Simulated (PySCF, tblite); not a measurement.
# C5H10B2: geometry, infrared bands and NMR shifts

What infrared bands and NMR shifts should C5H10B2 (`B/C(BC=C)=C\C`) show?

Computed with tblite 0.8.0 and PySCF 2.14.0, with density-fitted response routines of our own, on a single molecule in the gas phase. Atoms count from 0, in the outputs and in this text.

**1. The starting structure**

17 atoms, charge 0, multiplicity 1; geometry from: force field or distance geometry start.

Bonds of the start (Å): B0–C1 1.58, C1–B2 1.54, B2–C3 1.57, C3–C4 1.32, C1–C5 1.32, C5–C6 1.49, B0–H7 1.18, B0–H8 1.20, B2–H9 1.19, C3–H10 1.11, C4–H11 1.09, C4–H12 1.07, C5–H13 1.09, C6–H14 1.12, C6–H15 1.12, C6–H16 1.10.

**2. Relaxing the molecule with GFN2-xTB**

The job: settings as JSON, then the geometry in Å.

```
{"job": {"kind": "relax", "xc": "GFN2-xTB", "basis": "xTB"}, "charge": 0, "multiplicity": 1}
B      1.399400    -1.751400     0.044900
C      0.360200    -0.571900    -0.153500
B     -1.126400    -0.919000    -0.359600
C     -2.319700    -0.150900     0.309100
C     -2.742900     1.038200    -0.082300
C      0.838300     0.662100    -0.108400
C      2.289600     0.915100     0.103900
H      0.931900    -2.834300     0.081900
H      2.370100    -1.596400     0.728900
H     -1.455700    -1.752800    -1.149100
H     -2.845100    -0.615100     1.170700
H     -3.582100     1.475600     0.460700
H     -2.258100     1.512600    -0.910600
H      0.113400     1.468000    -0.243200
H      2.517400     1.830200    -0.507900
H      2.552200     1.194000     1.156900
H      2.950600     0.108000    -0.253700
```

On the command line:

```console
$ OMP_NUM_THREADS=1 python probes_run.py task.json out
```

The driver reads the jobs from task.json and runs them one after another.

**Question.** This job is followed by: GFN2-xTB harmonic vibrations, gas phase; GIAO PBE0/pcSseg-1 NMR shielding, non-relativistic, gas phase. What will the session give for the following? strongest single infrared mode (GFN2-xTB); zero-point energy (GFN2-xTB); 13C shifts against TMS (PBE0/pcSseg-1); 1H shifts against TMS (PBE0/pcSseg-1, means over atoms taken as alike); 11B shifts against BF3·OEt2 (PBE0/pcSseg-1).

The runs gave:

| quantity | value |
| --- | --- |
| strongest single infrared mode (GFN2-xTB) | 1206 cm⁻¹, 254 km/mol |
| zero-point energy (GFN2-xTB) | 83.2 kcal/mol |
| 13C shifts against TMS (PBE0/pcSseg-1) | 180.1, 159.4, 153.0, 149.9, 27.9 ppm |
| 1H shifts against TMS (PBE0/pcSseg-1, means over atoms taken as alike) | 8.36, 7.39, 6.94, 6.59, 6.53, 6.40, 2.05 ppm |
| 11B shifts against BF3·OEt2 (PBE0/pcSseg-1) | 85.0, 60.7 ppm |

**Reading.** Over 210 steps the energy fell by 0.731 eV; of the close pairs, B0–C1 changed most, 1.584 to 1.545 Å. All 45 modes are real, so the xTB geometry is a minimum. The strongest single mode, at 1206 cm⁻¹, is carried by B2, C1, H9. Unscaled tight-binding wavenumbers are off by several per cent, some by more. Its intensities can rank the bands wrongly. At PBE0/pcSseg-1: The widest tensor belongs to C3: span 269 ppm, with a paramagnetic part of -225 ppm.
